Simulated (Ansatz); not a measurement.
# Sr3WN3: energies, forces and stress near the listed structure

A set of self-consistent runs on Sr3WN3 under further strains and shifts, swapped elements, distortions that keep the symmetry, to map its energy surface near the listed cell.

Computed with Ansatz 0.2.0 (DFT PBEsol, scalar-relativistic, plane waves, PAW, unless a step's input says otherwise).

## 1. The system as given

The structure is hexagonal, space group P6_3/m (No. 176). Conventional cell: a = 7.952 Å, b = 7.952 Å, c = 5.345 Å, α = 90.00°, β = 90.00°, γ = 120.00°. Sr (site symmetry m) has 5 N at 2.72 to 3.05 Å as nearest neighbours. Around W (site symmetry -6) lie 3 N at 1.86 Å. Around N (site symmetry m) lie 1 W at 1.86 Å.

Structure file:

```
Sr W N
1.0
     7.95244    0.00000    0.00000
    -3.97622    6.88701    0.00000
     0.00000    0.00000    5.34463
Sr W N
6 2 6
Direct
  0.90425 0.65004 0.25000
  0.74580 0.09575 0.25000
  0.34996 0.25420 0.25000
  0.09575 0.34996 0.75000
  0.25420 0.90425 0.75000
  0.65004 0.74580 0.75000
  0.66667 0.33333 0.75000
  0.33333 0.66667 0.25000
  0.88387 0.58053 0.75000
  0.69666 0.11613 0.75000
  0.41947 0.30334 0.75000
  0.11613 0.41947 0.25000
  0.30334 0.88387 0.25000
  0.58053 0.69666 0.25000
```

The structure comes from the Materials Project (structure only).

## 2. A distortion that keeps the symmetry

The change: strain xx, yy, zz, yz, xz, xy = +3.3, +3.3, -2.7, +0.0, +0.0, +0.0 %; atoms moved by 0.06 Å root mean square, at most 0.07 Å.

File input.yaml:

```yaml
crystal:
  lattice:
    - [8.2147084756, 0.0, 0.0]
    - [-4.1073542378, 7.1141462245, 0.0]
    - [0.0, 0.0, 5.2002150714]
  atoms:
    - { symbol: Sr, position: [0.9141487221, 0.6520663841, 0.25] }
    - { symbol: Sr, position: [0.737917662, 0.0858512779, 0.25] }
    - { symbol: Sr, position: [0.3479336159, 0.262082338, 0.25] }
    - { symbol: Sr, position: [0.0858512779, 0.3479336159, 0.75] }
    - { symbol: Sr, position: [0.262082338, 0.9141487221, 0.75] }
    - { symbol: Sr, position: [0.6520663841, 0.737917662, 0.75] }
    - { symbol: W, position: [0.6666666667, 0.3333333333, 0.75] }
    - { symbol: W, position: [0.3333333333, 0.6666666667, 0.25] }
    - { symbol: "N", position: [0.8820409347, 0.5726707928, 0.75] }
    - { symbol: "N", position: [0.6906298582, 0.1179590653, 0.75] }
    - { symbol: "N", position: [0.4273292072, 0.3093701418, 0.75] }
    - { symbol: "N", position: [0.1179590653, 0.4273292072, 0.25] }
    - { symbol: "N", position: [0.3093701418, 0.8820409347, 0.25] }
    - { symbol: "N", position: [0.5726707928, 0.6906298582, 0.25] }
basis:
  ecutwfc: 420
kpoints:
  mp_grid: { grid: [6, 6, 8] }
hamiltonian:
  xc: pbesol
scf:
  occupations: { method: gaussian, width: 0.1 }
output:
  forces: true
  stress: true
  eigenvalues: true
  populations: true
```

## 3. One element swapped, cell strained: N → P, first probe

File input.yaml:

```yaml
crystal:
  lattice:
    - [8.3069629091, 0.0, 0.0]
    - [-4.1534814545, 7.1940409075, 0.0]
    - [0.0, 0.0, 5.5828944988]
  atoms:
    - { symbol: Sr, position: [0.90424658, 0.65004214, 0.25] }
    - { symbol: Sr, position: [0.74579556, 0.09575342, 0.25] }
    - { symbol: Sr, position: [0.34995786, 0.25420444, 0.25] }
    - { symbol: Sr, position: [0.09575342, 0.34995786, 0.75] }
    - { symbol: Sr, position: [0.25420444, 0.90424658, 0.75] }
    - { symbol: Sr, position: [0.65004214, 0.74579556, 0.75] }
    - { symbol: W, position: [0.6666666667, 0.3333333333, 0.75] }
    - { symbol: W, position: [0.3333333333, 0.6666666667, 0.25] }
    - { symbol: P, position: [0.88386698, 0.58052775, 0.75] }
    - { symbol: P, position: [0.69666077, 0.11613302, 0.75] }
    - { symbol: P, position: [0.41947225, 0.30333923, 0.75] }
    - { symbol: P, position: [0.11613302, 0.41947225, 0.25] }
    - { symbol: P, position: [0.30333923, 0.88386698, 0.25] }
    - { symbol: P, position: [0.58052775, 0.69666077, 0.25] }
basis:
  ecutwfc: 420
kpoints:
  mp_grid: { grid: [3, 3, 4] }
hamiltonian:
  xc: pbesol
scf:
  occupations: { method: gaussian, width: 0.1 }
output:
  forces: true
  stress: true
  eigenvalues: true
```

## 4. Substitution of an element, cell strained: N → P

Edit input.yaml of step 3 so:

```diff
@@ -23,3 +23,3 @@
 kpoints:
-  mp_grid: { grid: [3, 3, 4] }
+  mp_grid: { grid: [6, 6, 6] }
 hamiltonian:
```

## 5. A distortion of lower symmetry

File input.yaml:

```yaml
crystal:
  lattice:
    - [8.0200328154, 0.0, 0.0]
    - [-4.0100164077, 6.9455521573, 0.0]
    - [0.0, 0.0, 5.8710726387]
  atoms:
    - { symbol: Sr, position: [0.9035866771, 0.6512064837, 0.25] }
    - { symbol: Sr, position: [0.7476198066, 0.0964133229, 0.25] }
    - { symbol: Sr, position: [0.3487935163, 0.2523801934, 0.25] }
    - { symbol: Sr, position: [0.0998212729, 0.3521305822, 0.75] }
    - { symbol: Sr, position: [0.2523093093, 0.9001787271, 0.75] }
    - { symbol: Sr, position: [0.6478694178, 0.7476906907, 0.75] }
    - { symbol: W, position: [0.6666666667, 0.3333333333, 0.75] }
    - { symbol: W, position: [0.3333333333, 0.6666666667, 0.25] }
    - { symbol: "N", position: [0.8776383701, 0.5746793386, 0.75] }
    - { symbol: "N", position: [0.6970409685, 0.1223616299, 0.75] }
    - { symbol: "N", position: [0.4253206614, 0.3029590315, 0.75] }
    - { symbol: "N", position: [0.1119994197, 0.415978574, 0.25] }
    - { symbol: "N", position: [0.3039791543, 0.8880005803, 0.25] }
    - { symbol: "N", position: [0.584021426, 0.6960208457, 0.25] }
basis:
  ecutwfc: 420
kpoints:
  mp_grid: { grid: [6, 6, 8] }
hamiltonian:
  xc: pbesol
scf:
  occupations: { method: gaussian, width: 0.1 }
output:
  forces: true
  stress: true
  eigenvalues: true
```

Q: Predict the outcome of this session. Wanted: for each run, case; energy; pressure; largest force.

The runs gave:

```
step                                              case  energy (meV/atom)  pressure (GPa)  largest force (eV/Å)  gap on the mesh (eV)
                              listed cell, run earlier                  0            -2.2                  0.11                  0.00
   2              a distortion that keeps the symmetry              +24.4            -4.5                  0.66                  0.00
   4  substitution of an element, cell strained: N → P                n/a            30.2                 11.18                  0.00
   5                    a distortion of lower symmetry              +96.7            -6.4                  1.47                  0.00
```

Energies are counted from the listed cell, with the smearing taken to zero. Other atoms or functionals have another zero of energy (n/a). A gap of 0.00 means none on the mesh at this level.

What this shows: At the listed geometry the pressure is -2.2 GPa and the largest force 0.11 eV/Å: not this functional's equilibrium. The comparable points lie above the listed cell. The costliest is step 5, at 97 meV/atom. Among the distorted cells of the listed formula and level the largest force, 1.47 eV/Å, comes in step 5, shared by 3 atoms. The distorted cells of the listed formula and level show no gap on the mesh. Spin-orbit coupling is left out for W.
